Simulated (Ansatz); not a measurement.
# AlSnSiH7 (SMILES [SiH3][AlH][SnH3]), step by step, part 1 of 2

We compute a structure relaxation (singlet AlSnSiH7, HF/STO-3G), then vibrational wavenumbers (singlet AlSnSiH7, HF/STO-3G), then a single-point energy (doublet [AlSnSiH7]+, UHF/STO-3G), then a geometry optimisation (doublet [AlSnSiH7]+, UHF/STO-3G), then a structure relaxation (singlet AlSnSiH7, HF/3-21G), then vibrational wavenumbers (singlet AlSnSiH7, HF/3-21G) of AlH7SiSn. 

The results are computed with Ansatz 0.2.0.

**1. The system as given**

The species is AlSnSiH7 (10 atoms), meant as a singlet with charge 0. As SMILES, `[SiH3][AlH][SnH3]`. The shape is that of a PBE0-D4/def2-TZVP optimisation. The run starts from this shape.

Bond lengths: Si1–Al2 2.456 Å, Al2–Sn3 2.662 Å, Si1–H4 1.492 Å, Si1–H5 1.489 Å, Si1–H6 1.492 Å, Al2–H7 1.590 Å, Sn3–H8 1.713 Å, Sn3–H9 1.712 Å, Sn3–H10 1.713 Å. Some angles: Si1–Al2–Sn3 119.8°, Si1–Al2–H7 121.6°, Sn3–Al2–H7 118.6°, Al2–Si1–H4 109.8°, Al2–Si1–H5 114.3°, Al2–Si1–H6 109.8°, Al2–Sn3–H8 112.0°, Al2–Sn3–H9 113.4°, Al2–Sn3–H10 111.9°, H4–Si1–H5 107.9°.

**2. A geometry optimisation at HF/STO-3G (start density atoms) (run 1)**

The input, in.yaml:

```yaml
crystal:
  periodic: [false, false, false]
  atoms:
    - symbol: Si
      position_ang: [-1.727600, 1.016900, -0.987400]
    - symbol: Al
      position_ang: [0.630900, 0.366100, -0.771800]
    - symbol: Sn
      position_ang: [1.403800, -1.143700, 1.279600]
    - symbol: H
      position_ang: [-2.584500, -0.202700, -1.056000]
    - symbol: H
      position_ang: [-2.025800, 1.852500, -2.183800]
    - symbol: H
      position_ang: [-2.154500, 1.780100, 0.221500]
    - symbol: H
      position_ang: [1.723200, 0.824500, -1.833100]
    - symbol: H
      position_ang: [2.608000, -0.374300, 2.224600]
    - symbol: H
      position_ang: [0.128400, -1.541500, 2.349800]
    - symbol: H
      position_ang: [2.081400, -2.629000, 0.759800]
basis:
  gaussian: {orbitals: STO-3G}
hamiltonian: {xc: hf}
relax: {f_tol: 0.002}
output: {orbitals: {seedname: orbitals}}
```

Run with:

```
$ ansatz run in.yaml --threads 1 --pin off --max-ram 3480MiB --events-out events.jsonl --progress --plain --runs-dir runs
```

What it wrote, shortened:

```text
Warning: RAYON_NUM_THREADS=1 ignored (pool sized by the plan → 1); use --threads N
[...]
Functional definition: HF
  name "HF"
[...]
700 factors; integrals over basis functions are off by at most 1.4e-5 eV
[...]
mean field -176656.26980823 eV, -6491.9981735320 hartree, gradient 2.6e-5 eV, S^2 0.000000; 0 other end points of the search recorded, 0 dependent functions left out
[...]
reference -176656.26980823 eV, -6491.9981735320 hartree; 42, 42 occupied and 10, 10 virtual orbitals, 700 factors
relax step   1: F+E_penalty+E_count = -176656.26980823 eV  Δ(F+E_penalty+E_count) = +0.000e0 eV  max|allowed force component| = 1.669e0 eV/Å  Δτ_max = 0.0000 Å  (23 SCF iters, accepted)
[...]
relax step   3: F+E_penalty+E_count = -176657.03487506 eV  Δ(F+E_penalty+E_count) = -8.360e-2 eV  max|allowed force component| = 2.781e-1 eV/Å  Δτ_max = 0.1206 Å  (19 SCF iters, accepted)
[...]
relax step   5: F+E_penalty+E_count = -176657.05488868 eV  Δ(F+E_penalty+E_count) = -1.168e-3 eV  max|allowed force component| = 1.654e-2 eV/Å  Δτ_max = 0.0109 Å  (20 SCF iters, accepted)
[...]
relax step   7: F+E_penalty+E_count = -176657.05509684 eV  Δ(F+E_penalty+E_count) = +3.678e-4 eV  max|allowed force component| = 7.258e-2 eV/Å  Δτ_max = 0.0210 Å  (20 SCF iters, rejected (line search))
[...]
relax step  11: F+E_penalty+E_count = -176657.05568940 eV  Δ(F+E_penalty+E_count) = -3.354e-6 eV  max|allowed force component| = 7.060e-4 eV/Å  Δτ_max = 0.0029 Å  (21 SCF iters, accepted)
700 factors; integrals over basis functions are off by at most 1.6e-5 eV
[...]
mean field -176657.05568940 eV, -6492.0270541323 hartree, gradient 1.5e-5 eV, S^2 0.000000; 1 other end points of the search recorded, 0 dependent functions left out
[...]
reference -176657.05568940 eV, -6492.0270541323 hartree; 42, 42 occupied and 10, 10 virtual orbitals, 700 factors
Total energy: -176657.05568940 eV, -6492.0270541323 hartree
Atom 0 at    -1.632525     0.971711    -0.949694 Å, force    -0.000706     0.000413    -0.000043 eV/Å
Atom 1 at     0.557167     0.331616    -0.694899 Å, force     0.000225    -0.000577     0.000062 eV/Å
Atom 2 at     1.379143    -1.121228     1.252204 Å, force     0.000621    -0.000244     0.000548 eV/Å
Atom 3 at    -2.516272    -0.142641    -1.056038 Å, force     0.000407    -0.000036     0.000109 eV/Å
Atom 4 at    -1.867061     1.769033    -2.107987 Å, force    -0.000095     0.000133    -0.000214 eV/Å
Atom 5 at    -2.106771     1.738109     0.155686 Å, force     0.000282    -0.000154    -0.000059 eV/Å
Atom 6 at     1.537173     0.784545    -1.710185 Å, force    -0.000132     0.000091     0.000098 eV/Å
Atom 7 at     2.527422    -0.355164     2.115917 Å, force    -0.000103     0.000479     0.000060 eV/Å
Atom 8 at     0.180328    -1.510940     2.283454 Å, force    -0.000186     0.000008    -0.000105 eV/Å
Atom 9 at     2.024696    -2.516140     0.714742 Å, force    -0.000312    -0.000114    -0.000456 eV/Å
Dipole moment:     0.115970     0.057135    -0.125602 e Å
```

It took 18 s on 1 thread of Arm Neoverse V2, shared host; peak memory 0.13 GiB.

Step by step:

```
step  energy from the first frame kept (eV)  largest force (eV/Å)
   1                                 0.0000                2.3337
   2                                -0.6815                1.9208
   3                                -0.7651                0.3447
   4                                -0.7839                0.0926
   5                                -0.7851                0.0219
   6                                -0.7857                0.0168
   7                                -0.7853                0.0894
   8                                -0.7858                0.0064
   9                                -0.7858                0.0271
  10                                -0.7859                0.0010
  11                                -0.7859                0.0009
```

After the run. Bond lengths: Si1–Al2 2.296 Å, Al2–Sn3 2.565 Å, Si1–H4 1.426 Å, Si1–H5 1.426 Å, Si1–H6 1.426 Å, Al2–H7 1.482 Å, Sn3–H8 1.628 Å, Sn3–H9 1.629 Å, Sn3–H10 1.628 Å. Some angles: Si1–Al2–Sn3 123.2°, Si1–Al2–H7 118.0°, Sn3–Al2–H7 118.8°, Al2–Si1–H4 112.4°, Al2–Si1–H5 113.8°, Al2–Si1–H6 112.4°, Al2–Sn3–H8 111.2°, Al2–Sn3–H9 112.4°, Al2–Sn3–H10 111.2°, H4–Si1–H5 105.9°.

**3. The harmonic vibrations at HF/STO-3G (start density atoms) (run 2)**

The input, run.yaml:

```yaml
crystal:
  periodic: [false, false, false]
  atoms:
    - symbol: Si
      position_ang: [-1.632525, 0.971711, -0.949694]
    - symbol: Al
      position_ang: [0.557167, 0.331616, -0.694899]
    - symbol: Sn
      position_ang: [1.379143, -1.121228, 1.252204]
    - symbol: H
      position_ang: [-2.516272, -0.142641, -1.056038]
    - symbol: H
      position_ang: [-1.867061, 1.769033, -2.107987]
    - symbol: H
      position_ang: [-2.106771, 1.738109, 0.155686]
    - symbol: H
      position_ang: [1.537173, 0.784545, -1.710185]
    - symbol: H
      position_ang: [2.527422, -0.355164, 2.115917]
    - symbol: H
      position_ang: [0.180328, -1.510940, 2.283454]
    - symbol: H
      position_ang: [2.024696, -2.516140, 0.714742]
basis:
  gaussian: {orbitals: STO-3G}
magnetization: {spin_polarized: false, initial_magnetization: 0}
hamiltonian: {xc: hf}
phonons: {temperatures: {t_min: 298.15, t_max: 298.15, t_step: 1}}
```

Run with:

```
$ ansatz run run.yaml --threads 1 --pin off --max-ram 3480MiB --events-out events.jsonl --progress --plain --runs-dir runs
```

What it wrote, shortened:

```text
Warning: RAYON_NUM_THREADS=1 ignored (pool sized by the plan → 1); use --threads N
[... 2 set-up lines as earlier in the session ...]
[...]
704 factors; integrals over basis functions are off by at most 1.6e-5 eV
[...]
mean field -176657.05572628 eV, -6492.0270554879 hartree, gradient 1.8e-5 eV, S^2 0.000000; 0 other end points of the search recorded, 0 dependent functions left out
[...]
reference -176657.05572628 eV, -6492.0270554879 hartree; 42, 42 occupied and 10, 10 virtual orbitals, 704 factors
[...]
704 factors; integrals over basis functions are off by at most 1.6e-5 eV
[...]
mean field -176657.05559226 eV, -6492.0270505625 hartree, gradient 1.9e-6 eV, S^2 0.000000; 0 other end points of the search recorded, 0 dependent functions left out
[...]
reference -176657.05559226 eV, -6492.0270505625 hartree; 42, 42 occupied and 10, 10 virtual orbitals, 704 factors
[...]
704 factors; integrals over basis functions are off by at most 1.6e-5 eV
[...]
WARN: phonons: modes at or below zero, which the zero-point energy, F, S and C_V leave out: 1, the lowest at -13.03 cm⁻¹. A minimum has none, and a first-order saddle one
[...]
Atom 1 at     0.557167     0.331616    -0.694899 Å, force     0.000279    -0.000576     0.000044 eV/Å
Atom 2 at     1.379143    -1.121228     1.252204 Å, force     0.000579    -0.000236     0.000538 eV/Å
Atom 3 at    -2.516272    -0.142641    -1.056038 Å, force     0.000422    -0.000027     0.000114 eV/Å
Atom 4 at    -1.867061     1.769033    -2.107987 Å, force    -0.000087     0.000115    -0.000192 eV/Å
Atom 5 at    -2.106771     1.738109     0.155686 Å, force     0.000299    -0.000177    -0.000083 eV/Å
Atom 6 at     1.537173     0.784545    -1.710185 Å, force    -0.000136     0.000091     0.000098 eV/Å
Atom 7 at     2.527422    -0.355164     2.115917 Å, force    -0.000103     0.000479     0.000059 eV/Å
Atom 8 at     0.180328    -1.510940     2.283454 Å, force    -0.000192     0.000022    -0.000127 eV/Å
Atom 9 at     2.024696    -2.516140     0.714742 Å, force    -0.000316    -0.000107    -0.000452 eV/Å
Dipole moment:     0.115971     0.057136    -0.125603 e Å
Vibrations: -13.03 23.11 117.41 358.86 414.54 480.91 488.54 606.53 628.70 642.59 843.86 915.21 966.34 966.56 1192.02 1270.61 1272.96 2236.38 2237.53 2278.11 2681.21 2840.30 2883.14 2885.83 cm⁻¹, zero-point energy 1.812107 eV
```

Run time: 73 s. Hardware: 1 thread of Arm Neoverse V2, shared host; peak memory 0.13 GiB.

**4. The doublet cation: the energy at UHF/STO-3G (start density atoms) (run 3)**

The input, input.yaml:

```yaml
basis:
  gaussian:
    orbitals: STO-3G
crystal:
  periodic: [false, false, false]
  atoms:
    - {symbol: Si, position_ang: [-1.632525, 0.971711, -0.949694]}
    - {symbol: Al, position_ang: [0.557167, 0.331616, -0.694899]}
    - {symbol: Sn, position_ang: [1.379143, -1.121228, 1.252204]}
    - {symbol: H, position_ang: [-2.516272, -0.142641, -1.056038]}
    - {symbol: H, position_ang: [-1.867061, 1.769033, -2.107987]}
    - {symbol: H, position_ang: [-2.106771, 1.738109, 0.155686]}
    - {symbol: H, position_ang: [1.537173, 0.784545, -1.710185]}
    - {symbol: H, position_ang: [2.527422, -0.355164, 2.115917]}
    - {symbol: H, position_ang: [0.180328, -1.510940, 2.283454]}
    - {symbol: H, position_ang: [2.024696, -2.516140, 0.714742]}
total_charge: 1
magnetization:
  spin_polarized: true
  initial_magnetization: 1
hamiltonian:
  xc: hf
```

Run with:

```
$ ansatz run input.yaml --threads 1 --pin off --max-ram 3480MiB --events-out events.jsonl --progress --plain --runs-dir runs
```

What it wrote:

```text
Warning: RAYON_NUM_THREADS=1 ignored (pool sized by the plan → 1); use --threads N
[... 2 set-up lines as earlier in the session ...]
  exchange = exact_x
  correlation = 0
642 factors; integrals over basis functions are off by at most 7.3e-5 eV
mean field evaluation 1: about -176649.5145 eV, gradient 1.1e1 eV
mean field evaluation 2: about -176649.4966 eV, gradient 1.1e1 eV
mean field evaluation 4: about -176650.6973 eV, gradient 6.9e-1 eV
mean field evaluation 8: about -176650.7073 eV, gradient 8.0e-3 eV
mean field evaluation 16: about -176650.6395 eV, gradient 6.9e-1 eV
mean field evaluation 32: about -176650.6949 eV, gradient 3.9e-1 eV
mean field -176650.70728907 eV, -6491.7937547232 hartree, gradient 2.7e-5 eV, S^2 0.765830; 1 other end points of the search recorded, 0 dependent functions left out
reference -176650.70728907 eV, -6491.7937547232 hartree; 42, 41 occupied and 10, 11 virtual orbitals, 642 factors
Total energy: -176650.70728907 eV, -6491.7937547232 hartree
```

It took 2.1 s on 1 thread of Arm Neoverse V2, shared host; peak memory 0.14 GiB.

(Continued in part 2 of 2.)
